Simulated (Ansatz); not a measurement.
# Ge3Sb2: a trial structure relaxed, part 2 of 3

Aim: relax a trial structure of Ge3Sb2 and see where it ends.

Ansatz 0.2.0; DFT PBE, scalar-relativistic, plane waves, PAW.

## (3) Coarse relaxation

Input file input.yaml:

```yaml
crystal:
  lattice:
    - [3.94378153, 0.0, 0.0]
    - [-1.9718903, 3.41541476, 0.0]
    - [0.0, 0.0, 18.0]
  atoms:
    - { symbol: Ge, position: [0.0, 0.0, 0.5] }
    - { symbol: Ge, position: [0.33333333, 0.66666667, 0.54057886] }
    - { symbol: Ge, position: [0.66666667, 0.33333333, 0.45942114] }
    - { symbol: Sb, position: [0.66666667, 0.33333333, 0.59711797] }
    - { symbol: Sb, position: [0.33333333, 0.66666667, 0.40288203] }
  periodic: [true, true, false]
basis:
  ecutwfc: 420
kpoints:
  mp_grid: { grid: [6, 6, 1] }
hamiltonian:
  xc: pbe
scf:
  occupations: { method: gaussian, width: 0.1 }
  lower_state_search: "off"
output:
  forces: true
  stress: true
  eigenvalues: true
relax:
  adjacent_minimum: "off"
  f_tol: 0.04
  max_steps: 70
  cell: { stress_2d_tol: 0.16 }
```

Launch:

```bash
> ansatz run input.yaml --threads 1 --pin off --max-ram 2048MiB --backend cpu --events-out ev --progress --plain --runs-dir out
```

What it wrote:

```text
Warning: crystal.periodic: the lattice vector that does not repeat stood 0.000° off the slab's normal, 18.000 Å along it as the deck builds it. The run solves the slab on a vector along the normal, 30.792 Å long, with every atom where it was (on the deck's vector they left 14.50 Å outside them, and the widest stretch free of ions among them is 1.02 Å). A fractional position that the run reports is one of the run's cell, which starts as this one, and not of the deck's: it goes into a deck with that cell's vectors. The slab on that cell runs as it stands in a deck that lists each atom with its symbol and moment, types crystal.periodic and leaves out crystal.checkpoint, crystal.saddle_side, crystal.structure_sha256, crystal.space_group, crystal.setting, crystal.reduce_to_primitive, crystal.supercell, crystal.defects and each atom's wyckoff. Where those keys changed the vectors of the plane, lay the indices of each lattice_plane and lattice_line anew on these rows. Along the normal they count this vector already. An outside_sphere can name other atoms there (type this run's as sites). In the order of the run's atom list the slab is: crystal.lattice: [[3.94378153, 0.0, 0.0], [-1.9718903, 3.41541476, 0.0], [0.0, -0.0, 30.79249384]]; position: [0.0, 0.0, 0.292279022503492]; position: [0.33333333, 0.6666666699999999, 0.31599972157370415]; position: [0.66666667, 0.3333333299999999, 0.2685583234332799]; position: [0.66666667, 0.3333333299999999, 0.34905011318173895]; position: [0.33333333, 0.6666666699999999, 0.23550793182524507];
Warning: the atoms were moved onto the symmetric positions of the space group found under crystal.symmetry.tolerance 1.0e-5 (fractional; no operation is sought that the atoms, as they stand in a round, miss by more than twice it, and no atom is moved by as much as it), and the run uses the moved positions. Before a round's move an operation carried an atom to 3.94e-8 Å from where it should land, the largest such distance. Atom 1 (counting from 0) moved farthest, by 2.28e-8 Å; the longest move in fractions of the cell, of whichever atom, is 4.7e-4 of the tolerance, in 1 round. To run the atoms as typed, lower crystal.symmetry.tolerance until the operations that they miss are no longer found, or set crystal.symmetry.detect: false (a key that needs symmetry detection or time reversal refuses this as the deck is read). The cell that the run holds for the slab and the positions used, fractions of it, in the order of the run's atom list, to be typed as slab_cell_height_set says: crystal.lattice: [[3.943781396080232, -2.684678750933262e-7, 0.0], [-1.9718904655401162, 3.415415010211878, 0.0], [0.0, 0.0, 30.79249384]]; position: [0.0, 0.0, 0.292279022503492]; position: [0.3333333333333333, 0.6666666666666666, 0.31599972157370415]; position: [0.6666666666666666, 0.33333333333333326, 0.2685583234332799]; position: [0.6666666666666666, 0.33333333333333326, 0.34905011318173895]; position: [0.3333333333333333, 0.6666666666666666, 0.23550793182524507]; The lattice was moved too: crystal.lattice misses the space group found at crystal.symmetry.tolerance 1.0e-5 in a digit that the deck types, which is why this is a warning: making the lattice exact moves one of its numbers by a whole unit of that number's last typed decimal, or more. The operation that it misses by the most changes a squared length by the fraction 2.72e-7. The run uses the lattice that is a stretch of the typed one, with no rotation, onto the one that keeps every operation to a double's rounding (on a very oblique basis the stretch itself rounds by more); the deck's lattice vector that moved farthest moved by 3.00e-7 Å. To run the lattice as typed, set crystal.symmetry.tolerance under 1.85e-8, the least fraction by which an operation that the lattice misses changes a squared length (the same key also sets how far an atom may lie from its image, so lowering it can lose operations that the atoms keep only within it), or set crystal.symmetry.detect: false, as for the atoms. crystal.lattice made exact, in Å and degrees: [[3.943781396080232, -2.684678750933262e-7, 0.0], [-1.9718904655401162, 3.415415010211878, 0.0], [0.0, 0.0, 30.79249384]]. It is of the cell that the run set for the slab: pasted over the deck's crystal.lattice together with the atoms' positions on it (this notice's atoms.positions_frac where the atoms moved, else slab_cell_height_set's deck.positions_frac) it runs the same cell (given as lengths and angles, that cell in the form's own orientation, a rigid turn of the misfit's size from the one run here, for which a checkpoint.post_process_only pass over this run's state can be refused: where this run relaxes nothing, give such a pass this deck's own crystal.lattice, as typed; behind a relaxation, as crystal.lattice, the state's own cell, identity.cell in its checkpoint.json), and a matrix so pasted ends this notice, except on a very skew basis of the lattice, where the rounding of the pasted numbers themselves can read as a misfit: the cell is then moved again, and that move is told again. The lattice as run is in this notice's lattice.as_run_ang field (Run.prep()["deck_notices"] in Python, the deck_notice line of an events file, deck_notices of ansatz run --dry-run=json, or deck_notices in record.json in the deck's checkpoint.write directory).
Warning: RAYON_NUM_THREADS=1 ignored (pool sized by the plan → 1); use --threads N
crystal.periodic: the lattice vector that does not repeat stood 0.000° off the slab's normal, 18.000 Å along it as the deck builds it. The run solves the slab on a vector along the normal, 30.792 Å long, with every atom where it was (on the deck's vector they left 14.50 Å outside them, and the widest stretch free of ions among them is 1.02 Å). A fractional position that the run reports is one of the run's cell, which starts as this one, and not of the deck's: it goes into a deck with that cell's vectors. The slab on that cell runs as it stands in a deck that lists each atom with its symbol and moment, types crystal.periodic and leaves out crystal.checkpoint, crystal.saddle_side, crystal.structure_sha256, crystal.space_group, crystal.setting, crystal.reduce_to_primitive, crystal.supercell, crystal.defects and each atom's wyckoff. Where those keys changed the vectors of the plane, lay the indices of each lattice_plane and lattice_line anew on these rows. Along the normal they count this vector already. An outside_sphere can name other atoms there (type this run's as sites). In the order of the run's atom list the slab is: crystal.lattice: [[3.94378153, 0.0, 0.0], [-1.9718903, 3.41541476, 0.0], [0.0, -0.0, 30.79249384]]; position: [0.0, 0.0, 0.292279022503492]; position: [0.33333333, 0.6666666699999999, 0.31599972157370415]; position: [0.66666667, 0.3333333299999999, 0.2685583234332799]; position: [0.66666667, 0.3333333299999999, 0.34905011318173895]; position: [0.33333333, 0.6666666699999999, 0.23550793182524507];
Engine: ansatz 0.2.0, aarch64-unknown-linux-gnu
Pseudopotentials: kind: paw
Pseudopotential: Ge, paw, valence charge 14, recommended cutoff 420 eV (normal), Ge.paw.azcp
Pseudopotential: Sb, paw, valence charge 15, recommended cutoff 420 eV (normal), Sb.paw.azcp
Functional definition: PBE
  parameter kappa = 0.804
  parameter beta = 0.06672455060314922
  exchange = pbe_x(kappa = kappa, mu = beta*pi^2/3)
  correlation = pbe_c(beta = beta)
Crystal: 5 atoms, lattice volume = 414.764 Å³
Basis set: ecut = 420 eV, 8203 PW (Γ), exchange–correlation on 54×54×432 points (8 copies of the dense FFT grid, shifted against one another)
Bands: 44, of which v1, the nominal top of the filled ones, is band 36 counted from 1 (35 counted from 0)
Symmetry: 12 space group operations
Space group: P-3m1 (ITA 164), of the structure as read, at distance tolerance 7.5e-5 Å
k-points: 7 of 36
Non-local potential: Ge, projectors of the file, l = 0: 2, l = 1: 2, l = 2: 3, l = 3: 1
Non-local potential: Sb, projectors of the file, l = 0: 2, l = 1: 2, l = 2: 2, l = 3: 2
PAW form: soft (Blöchl's): semilocal exchange-correlation on the pseudo side does not see the compensation charge
PAW one-centre angular grid: Ge, 590 points (default); XC on 64 Gauss nodes
PAW one-centre angular grid: Sb, 590 points (default); XC on 64 Gauss nodes
Initial density: superposition of atomic densities (neutral atoms: chi_scale 0, normalization atom), corrected by the library's trained network
Initial wavefunctions: pseudopotential atomic-orbital guess
Functional: x = pbe(κ = 0.804, μ = 0.2195149727645171), c = pbe(β = 0.06672455060314922)
SCF iter   1: F=—  HF=-25843.250217 eV  |F-HF|=—  |Δ(HF+E_count)|=         —  Δρ=3.13e-3  dr2=1.65e-1  ethr=1.77e-3  ⟨swp⟩=13.1  Hψ=2013  notcnv=0  defer=1
preconditioner: auto → LDOS  [metal: Δε(μ)=0.092 eV  Ē_g=23.953 eV  σ=0.100 eV  W_gap=0.41  n_scr=72 (ndim 8)  ℏωp=15.5 eV  f_vac=0.759  D(μ)=3.91/eV (n_scr^D=12)  β→1.0]
SCF iter   2: F=—  HF=-25843.237824 eV  |F-HF|=—  |Δ(HF+E_count)|=   1.24e-2  Δρ=2.76e-3  dr2=4.54e-2  ethr=2.29e-4  ⟨swp⟩=3.0  Hψ=750  notcnv=0  defer=21
SCF iter   3: F=—  HF=-25843.225950 eV  |F-HF|=—  |Δ(HF+E_count)|=   1.19e-2  Δρ=8.46e-4  dr2=8.80e-3  ethr=6.31e-5  ⟨swp⟩=3.0  Hψ=808  notcnv=0  defer=21
SCF iter   4: F=—  HF=-25843.224662 eV  |F-HF|=—  |Δ(HF+E_count)|=   1.29e-3  Δρ=3.42e-4  dr2=1.49e-3  ethr=1.22e-5  ⟨swp⟩=3.6  Hψ=631  notcnv=0  defer=21
SCF iter   5: F=—  HF=-25843.224330 eV  |F-HF|=—  |Δ(HF+E_count)|=   3.32e-4  Δρ=1.55e-4  dr2=1.18e-4  ethr=2.07e-6  ⟨swp⟩=2.9  Hψ=680  notcnv=0  defer=21
SCF iter   6: F=—  HF=-25843.224298 eV  |F-HF|=—  |Δ(HF+E_count)|=   3.21e-5  Δρ=3.91e-5  dr2=9.02e-6  ethr=1.64e-7  ⟨swp⟩=3.3  Hψ=685  notcnv=0  defer=21
SCF iter   7: F=—  HF=-25843.224310 eV  |F-HF|=—  |Δ(HF+E_count)|=   1.23e-5  Δρ=1.12e-5  dr2=6.99e-7  ethr=1.25e-8  ⟨swp⟩=3.9  Hψ=719  notcnv=0  defer=21
iter 8 did not close the SCF: its close was put off until two iterations running show no level that it waits for move by more than its bar (scf_convergence_deferred on its scf_iter line)
SCF iter   8: F=-25843.224311 eV  HF=-25843.224311 eV  |F-HF|=8.90e-8  |Δ(HF+E_count)|=   9.37e-7  Δρ=2.95e-6  dr2=4.50e-8  ethr=1.39e-10  ⟨swp⟩=22.6  Hψ=2470  notcnv=0
iter 9 did not close the SCF: its close was put off until two iterations running show no level that it waits for move by more than its bar (scf_convergence_deferred on its scf_iter line)
SCF iter   9: F=-25843.224311 eV  HF=-25843.224311 eV  |F-HF|=1.31e-8  |Δ(HF+E_count)|=   8.51e-8  Δρ=8.30e-7  dr2=3.46e-9  ethr=6.25e-11  ⟨swp⟩=7.9  Hψ=1394  notcnv=0
SCF iter  10: F=-25843.224311 eV  HF=-25843.224311 eV  |F-HF|=3.62e-9  |Δ(HF+E_count)|=   1.18e-8  Δρ=3.34e-7  dr2=4.11e-10  ethr=4.81e-12  ⟨swp⟩=4.6  Hψ=1278  notcnv=0
SCF 1 converged in 10 iterations: F = -25843.224311 eV  dr2 = 4.11e-10
relax step   1: F+E_penalty+E_count = -25843.22431134 eV  Δ(F+E_penalty+E_count) = +0.000e0 eV  max|allowed force component| = 7.380e0 eV/Å  Δτ_max = 0.0000 Å  P = +50.723 N/m  Ω = 414.764 Å³  fix = [c, alpha, beta]  reactions: c +0.000 N/m  (10 SCF iters, dr2 threshold 1.00e-7 eV, accepted)
[... from here on, the SCF cycles and remarks between the steps are left out ...]
relax step   2: F+E_penalty+E_count = -25847.58113726 eV  Δ(F+E_penalty+E_count) = -4.357e0 eV  max|allowed force component| = 3.735e0 eV/Å  Δτ_max = 0.1954 Å  P = +28.719 N/m  Ω = 435.748 Å³  energy of the carried Pulay correction = -1.996e-3 eV  fix = [c, alpha, beta]  reactions: c +0.000 N/m  (11 SCF iters, dr2 threshold 5.00e-7 eV, accepted)
relax step   3: F+E_penalty+E_count = -25850.29096790 eV  Δ(F+E_penalty+E_count) = -2.710e0 eV  max|allowed force component| = 1.438e0 eV/Å  Δτ_max = 0.1613 Å  P = +12.575 N/m  Ω = 473.575 Å³  energy of the carried Pulay correction = -5.357e-3 eV  fix = [c, alpha, beta]  reactions: c +0.000 N/m  (8 SCF iters, dr2 threshold 5.00e-7 eV, accepted)
relax step   4: F+E_penalty+E_count = -25851.26184720 eV  Δ(F+E_penalty+E_count) = -9.709e-1 eV  max|allowed force component| = 7.903e-1 eV/Å  Δτ_max = 0.1001 Å  P = +4.100 N/m  Ω = 510.389 Å³  energy of the carried Pulay correction = -8.367e-3 eV  fix = [c, alpha, beta]  reactions: c +0.000 N/m  (8 SCF iters, dr2 threshold 5.00e-7 eV, accepted)
relax step   5: F+E_penalty+E_count = -25851.50208400 eV  Δ(F+E_penalty+E_count) = -2.402e-1 eV  max|allowed force component| = 1.162e-1 eV/Å  Δτ_max = 0.2000 Å  P = -0.481 N/m  Ω = 549.458 Å³  energy of the carried Pulay correction = -1.131e-2 eV  fix = [c, alpha, beta]  reactions: c -0.000 N/m  (8 SCF iters, dr2 threshold 5.00e-7 eV, accepted)
relax step   6: F+E_penalty+E_count = -25851.51689152 eV  Δ(F+E_penalty+E_count) = -1.481e-2 eV  max|allowed force component| = 1.153e-1 eV/Å  Δτ_max = 0.0504 Å  P = +0.664 N/m  Ω = 548.158 Å³  energy of the carried Pulay correction = -1.122e-2 eV  fix = [c, alpha, beta]  reactions: c +0.000 N/m  (6 SCF iters, dr2 threshold 5.00e-7 eV, accepted)
relax step   7: F+E_penalty+E_count = -25851.53199509 eV  Δ(F+E_penalty+E_count) = -1.510e-2 eV  max|allowed force component| = 3.545e-1 eV/Å  Δτ_max = 0.1967 Å  P = +3.502 N/m  Ω = 554.121 Å³  energy of the carried Pulay correction = -1.165e-2 eV  fix = [c, alpha, beta]  reactions: c +0.000 N/m  (7 SCF iters, dr2 threshold 5.00e-7 eV, accepted)
relax step   8: F+E_penalty+E_count = -25851.65163344 eV  Δ(F+E_penalty+E_count) = -1.196e-1 eV  max|allowed force component| = 3.359e-1 eV/Å  Δτ_max = 0.1808 Å  P = +5.098 N/m  Ω = 571.179 Å³  energy of the carried Pulay correction = -1.285e-2 eV  fix = [c, alpha, beta]  reactions: c +0.000 N/m  (8 SCF iters, dr2 threshold 5.00e-7 eV, accepted)
relax step   9: F+E_penalty+E_count = -25851.45612906 eV  Δ(F+E_penalty+E_count) = +1.955e-1 eV  max|allowed force component| = 1.977e0 eV/Å  Δτ_max = 0.1957 Å  P = +0.199 N/m  Ω = 608.649 Å³  energy of the carried Pulay correction = -1.536e-2 eV  fix = [c, alpha, beta]  (7 SCF iters, dr2 threshold 5.00e-7 eV, rejected (line search))
relax step  10: F+E_penalty+E_count = -25851.79571638 eV  Δ(F+E_penalty+E_count) = -1.441e-1 eV  max|allowed force component| = 2.828e-1 eV/Å  Δτ_max = 0.0138 Å  P = +1.159 N/m  Ω = 594.815 Å³  energy of the carried Pulay correction = -1.445e-2 eV  fix = [c, alpha, beta]  reactions: c +0.000 N/m  (11 SCF iters, accepted)
relax step  11: F+E_penalty+E_count = -25851.80506879 eV  Δ(F+E_penalty+E_count) = -9.352e-3 eV  max|allowed force component| = 1.384e-1 eV/Å  Δτ_max = 0.0516 Å  P = -1.203 N/m  Ω = 611.866 Å³  energy of the carried Pulay correction = -1.556e-2 eV  fix = [c, alpha, beta]  reactions: c -0.000 N/m  (7 SCF iters, dr2 threshold 5.00e-7 eV, accepted)
relax step  12: F+E_penalty+E_count = -25851.81940336 eV  Δ(F+E_penalty+E_count) = -1.433e-2 eV  max|allowed force component| = 2.385e-2 eV/Å  Δτ_max = 0.0297 Å  P = -0.009 N/m  Ω = 603.463 Å³  energy of the carried Pulay correction = -1.502e-2 eV  fix = [c, alpha, beta]  reactions: c -0.000 N/m  (6 SCF iters, dr2 threshold 5.00e-7 eV, accepted)
relax step  13: F+E_penalty+E_count = -25852.17324839 eV  Δ(F+E_penalty+E_count) = -3.538e-1 eV  max|allowed force component| = 2.969e-2 eV/Å  Δτ_max = 0.0000 Å  P = +3.920 N/m  Ω = 603.463 Å³  fix = [c, alpha, beta]  reactions: c +0.000 N/m  stress off target by 3.92e0 N/m on what of the cell is left free  SCF on the basis re-selected at this cell (its energy is not comparable with the rows above)  (11 SCF iters)
relax step  14: F+E_penalty+E_count = -25852.32374592 eV  Δ(F+E_penalty+E_count) = -1.505e-1 eV  max|allowed force component| = 1.658e-2 eV/Å  Δτ_max = 0.0572 Å  P = +1.946 N/m  Ω = 628.736 Å³  energy of the carried Pulay correction = -1.258e-3 eV  fix = [c, alpha, beta]  reactions: c +0.000 N/m  (7 SCF iters, dr2 threshold 5.00e-7 eV, accepted)
relax step  15: F+E_penalty+E_count = -25852.35879323 eV  Δ(F+E_penalty+E_count) = -3.505e-2 eV  max|allowed force component| = 1.173e-1 eV/Å  Δτ_max = 0.0760 Å  P = -0.658 N/m  Ω = 666.380 Å³  energy of the carried Pulay correction = -4.227e-3 eV  fix = [c, alpha, beta]  reactions: c -0.000 N/m  (8 SCF iters, dr2 threshold 5.00e-7 eV, accepted)
relax step  16: F+E_penalty+E_count = -25852.37303255 eV  Δ(F+E_penalty+E_count) = -1.424e-2 eV  max|allowed force component| = 7.442e-3 eV/Å  Δτ_max = 0.0426 Å  P = -0.016 N/m  Ω = 655.113 Å³  energy of the carried Pulay correction = -3.184e-3 eV  fix = [c, alpha, beta]  reactions: c -0.000 N/m  (7 SCF iters, dr2 threshold 5.00e-7 eV, accepted)
relax step  17: F+E_penalty+E_count = -25852.37520399 eV  Δ(F+E_penalty+E_count) = -2.171e-3 eV  max|allowed force component| = 7.610e-3 eV/Å  Δτ_max = 0.0000 Å  P = -0.031 N/m  Ω = 655.113 Å³  fix = [c, alpha, beta]  reactions: c -0.000 N/m  stress off target by 3.13e-2 N/m on what of the cell is left free  SCF on the basis re-selected at this cell (its energy is not comparable with the rows above)  (8 SCF iters)
basis re-selected at this cell: Δ(F+E_penalty+E_count) = -2.171e-3 eV, ΔP = -0.015 N/m vs the last step (what re-selecting the basis moved, of the pressure what is left beyond the Pulay correction that the steps carried, after the strain that the cell walked since its last selection, with what the two solves' SCF thresholds leave and, on support functions, any second-order correction that the steps lacked; it is no measure of the basis error at this ecutwfc). The dense FFT grid was sized anew with the basis: this SCF ran on 36×36×216 points, the steps before it on 32×32×216, so part of this shift can come from that change (see relax.cell in the input reference). This SCF's stress stands 3.13e-2 N/m from its target on what of the cell is left free (relax.cell.stress_2d_tol is 1.60e-1 N/m) and its largest allowed force component is 7.61e-3 eV/Å (relax.f_tol is 4.00e-2 eV/Å): within both
SCF converged after 8 iterations
Free energy (F): -25852.375204 eV
Harris-Foulkes:  -25852.375204 eV  (|F-HF|=4.07e-9)
Internal energy: -25852.352044 eV  (E = F + TS)
E sigma→0 (E₀):  -25852.363624 eV
Entropy (-TS):   -0.023160 eV (-4.632 meV/atom)
Fermi energy:    -3.875643 eV
--- Per-component energies (eV) ---
  E_band       = -1727.148317
  E_kinetic    = 741.774200
  E_local      = -145781.167239  (includes V_loc(G=0)·N_el)
  E_nonlocal   = 1968.935101
  E_hartree    = 71816.258478
  E_xc         = -501.661407
  E_vxc        = -383.097788  (∫ρ·V_xc dr)
  E_paw        = -15198.559128  (= ΣΔE_a)
  E_vpaw       = -1906.110217  (= ΣTr[D̂ρ^β])
  E_aug_tail   = 0.000920  (compensation charges beyond the density's cutoff)
  E_ewald      = 61102.067031
  E_smearing   = -0.023160  (= −TS)
  E_closure    = -0.000000  (closes the sum)
  Σ components = -25852.375204   (vs F -25852.375204, Δ=0.00e0)
--- Forces (eV/Å), atoms counted from 1 ---
  atom   1  Ge     0.00000000     0.00000000     0.00000000
  atom   2  Ge    -0.00000000     0.00000000    -0.00114464
  atom   3  Ge     0.00000000    -0.00000000     0.00114464
  atom   4  Sb     0.00000000    -0.00000000    -0.00760975
  atom   5  Sb    -0.00000000     0.00000000     0.00760975
  max |Σ_I F_I| component: 1.85e-17 eV/Å
--- 2D stress c σ (N/m, compression-positive) ---
       -0.031343       0.000000      -0.000000
        0.000000      -0.031343      -0.000000
       -0.000000      -0.000000      -0.000000
  P = ½ c Tr σ = -0.0313 N/m
--- Band table (eV; the first three rows and the last of 7) ---
  k-point 0: bands = ["-33.0929", "-33.0929", "-33.0927", "-33.0927", "-33.0424", "-33.0424", "-33.0400", "-33.0400", "-33.0352", "-33.0351", "-28.8874", "-28.8874", "-28.8799", "-28.8799", "-28.8767", "-28.7327", "-28.7327", "-28.7278", "-28.7274", "-28.7274", "-28.7163", "-28.7135", "-28.7135", "-28.7089", "-28.7089", "-16.5287", "-13.8810", "-10.6754", "-10.6659", "-8.6837", "-7.1665", "-7.1665", "-6.5040", "-6.2779", "-6.2779", "-5.3007", "-5.3007", "-4.9780", "-2.9025", "-2.2836", "-2.2836", "-1.8863 (-1.8863°)", "-0.8411", "-0.0007"]
[... 3 lines left out ...]
  ° read free of the cell's end (the report's vacuum.weakly_bound_levels)
--- Relaxed structure (15 steps of the walk, 14 accepted, 2 SCFs on fresh bases) ---
  F+E_penalty+E_count = -25852.37520399 eV   max|allowed force component| = 7.610e-3 eV/Å   (the final SCF, on the basis selected at the relaxed cell)
  cell:  # Å, volume = 655.1126 Å³
    - [4.956444218439869, -3.374036015844e-7, -6.933475817351835e-80]
    - [-2.4782218170198442, 4.292406774311234, -1.1459158931640063e-81]
    - [-5.413561215035261e-79, -3.228833331348447e-79, 30.79249384]
  atoms:
    - { symbol: Ge, position: [7.555618728009839e-34, 6.073607647989179e-35, 0.2922790225034921] }
    - { symbol: Ge, position: [0.3333333333333333, 0.6666666666666666, 0.32711097347167134] }
    - { symbol: Ge, position: [0.6666666666666666, 0.3333333333333333, 0.2574470715353128] }
    - { symbol: Sb, position: [0.6666666666666666, 0.3333333333333333, 0.3459878869251983] }
    - { symbol: Sb, position: [0.3333333333333333, 0.6666666666666666, 0.23857015808178578] }
```

Wall time 2.9 min (1 thread of Arm Neoverse V2, shared host); peak memory 0.77 GiB.

Step by step:

| step | energy from step 1 (eV/cell) | largest force component (eV/Å) | area (Å²) |
| --- | --- | --- | --- |
| 1 | 0.0000 | 7.3804 | 13.470 |
| 2 | -4.3568 | 3.7350 | 14.151 |
| 3 | -7.0667 | 1.4384 | 15.380 |
| 4 | -8.0375 | 0.7903 | 16.575 |
| 5 | -8.2778 | 0.1162 | 17.844 |
| 6 | -8.2926 | 0.1153 | 17.802 |
| 7 | -8.3077 | 0.3545 | 17.995 |
| 8 | -8.4273 | 0.3359 | 18.549 |
| 9 | -8.2318 | 1.9766 | 19.766 |
| 10 | -8.5714 | 0.2828 | 19.317 |
| 11 | -8.5808 | 0.1384 | 19.871 |
| 12 | -8.5951 | 0.0238 | 19.598 |
| 13 | -8.9489 | 0.0297 | 19.598 |
| 14 | -9.0994 | 0.0166 | 20.418 |
| 15 | -9.1345 | 0.1173 | 21.641 |
| 16 | -9.1487 | 0.0074 | 21.275 |
| 17 | -9.1509 | 0.0076 | 21.275 |

Step 1 is the start. The plane-wave basis is chosen anew at steps 13, 17, where the geometry repeats and the energy can jump. Not accepted: step 9. The program itself set the box along c to 30.8 Å, to cut off the images.

|  | before | after |
| --- | --- | --- |
| a (Å) | 3.944 | 4.956 |
| b (Å) | 3.944 | 4.956 |
| γ (°) | 120.0 | 120.0 |
| area (Å²/atom) | 2.69 | 4.26 |
| thickness between outermost nuclei (Å) | 3.50 | 3.31 |
| shortest distance (Å) | 2.391 | 2.726 |
| layer group | p-3m1 (No. 72) | p-3m1 (No. 72) |

(Continued in part 3 of 3.)
